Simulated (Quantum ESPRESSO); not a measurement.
Ti: single point with PBEsol

The system is Ti.

```xyz
1
Lattice="0.0000 2.2250 2.2250 2.2250 0.0000 2.2250 2.2250 2.2250 0.0000" Properties=species:S:1:pos:R:3 pbc="T T T"
Ti    0.0000    0.0000    0.0000
```

The cell was built by a generator and needn't be a form met in nature.

* Program: Quantum ESPRESSO 7.5
* Task: single point
* Functional: PBEsol
* Potentials or basis: GBRV 1.5 PBEsol
* Cutoff: 612 eV
* Density cutoff: 4898 eV
* k mesh: 16 × 16 × 16
* Occupations: methfessel-paxton, width 0.1 eV
* Spin: no spin polarisation

```yaml
Pressure: -19.5 GPa
Band_gap_on_the_k_mesh: none (metal or under the smearing width)
```

Levels at points of the mesh, in eV from the Fermi level:
```
             k point  band 4  band 5  band 6  band 7  band 8  band 9
  (0.00, 0.00, 0.00)  -33.05   -5.47    0.70    0.70    0.70    1.86
 (0.00, 0.00, -0.50)  -33.09   -2.11    0.26    0.63    0.63    2.64
(0.00, -0.50, -0.50)  -33.16   -1.88   -1.18    2.01    2.62    2.84
```

Run time: 10 s on 1 thread of Intel(R) Xeon(R) 6975P-C (Granite Rapids) (shared host), peak memory 0.11 GiB.

Caveat: so large a pressure means that the cell lies far from this level's equilibrium, or that cutoff or potentials fall short.
